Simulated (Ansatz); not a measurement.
# BeRuF6: the cost of one run

Program: Ansatz 0.2.0. Level of theory: DFT PBE, scalar-relativistic, plane waves, PAW. These are calculated values, not measurements.

### Step 1. The starting structure

Symmetry: Fm-3m, No. 225, cubic system. The conventional cell has a = 7.038 Å, b = 7.038 Å, c = 7.038 Å, α = 90.00°, β = 90.00°, γ = 90.00°. Be (site symmetry m-3m) has 6 F at 1.76 Å as nearest neighbours. Around Ru (site symmetry m-3m) lie 6 F at 1.76 Å. Around F (site symmetry 4mm) lie 1 Be at 1.76 Å and 1 Ru at 1.76 Å.

Structure file:

```
Be Ru F
1.0
     0.00000    3.51900    3.51900
     3.51900    0.00000    3.51900
     3.51900    3.51900    0.00000
Be Ru F
1 1 6
Direct
  0.50000 0.50000 0.50000
  0.00000 0.00000 0.00000
  0.75000 0.25000 0.25000
  0.25000 0.75000 0.75000
  0.25000 0.75000 0.25000
  0.75000 0.25000 0.75000
  0.25000 0.25000 0.75000
  0.75000 0.75000 0.25000
```

A structure generator made this guess: ordered mixture on the cation sites of rhenium trioxide (Fm-3m, No. 225). Its size is a rough estimate.

### Step 2. A first look at the guess

File input.yaml:

```yaml
crystal:
  lattice:
    - [0.0, 3.519, 3.519]
    - [3.519, 0.0, 3.519]
    - [3.519, 3.519, 0.0]
  atoms:
    - { symbol: Be, position: [0.5, 0.5, 0.5] }
    - { symbol: Ru, position: [0.0, 0.0, 0.0], spin: 1.0 }
    - { symbol: F, position: [0.75, 0.25, 0.25] }
    - { symbol: F, position: [0.25, 0.75, 0.75] }
    - { symbol: F, position: [0.25, 0.75, 0.25] }
    - { symbol: F, position: [0.75, 0.25, 0.75] }
    - { symbol: F, position: [0.25, 0.25, 0.75] }
    - { symbol: F, position: [0.75, 0.75, 0.25] }
basis:
  ecutwfc: 420
kpoints:
  mp_grid: { grid: [4, 4, 4] }
hamiltonian:
  xc: pbe
scf:
  occupations: { method: gaussian, width: 0.1 }
  lower_state_search: "off"
output:
  forces: true
  stress: true
  eigenvalues: true
  populations: true
magnetization:
  spin_polarized: true
```

Run with:

```console
$ ansatz run input.yaml --threads 1 --pin off --max-ram 2048MiB --backend cpu --events-out ev --progress --plain --runs-dir out
```

What time and memory should one allow on 1 thread of Arm Neoverse V2, shared host?

About 4.6 s, with a peak of 0.35 GiB.
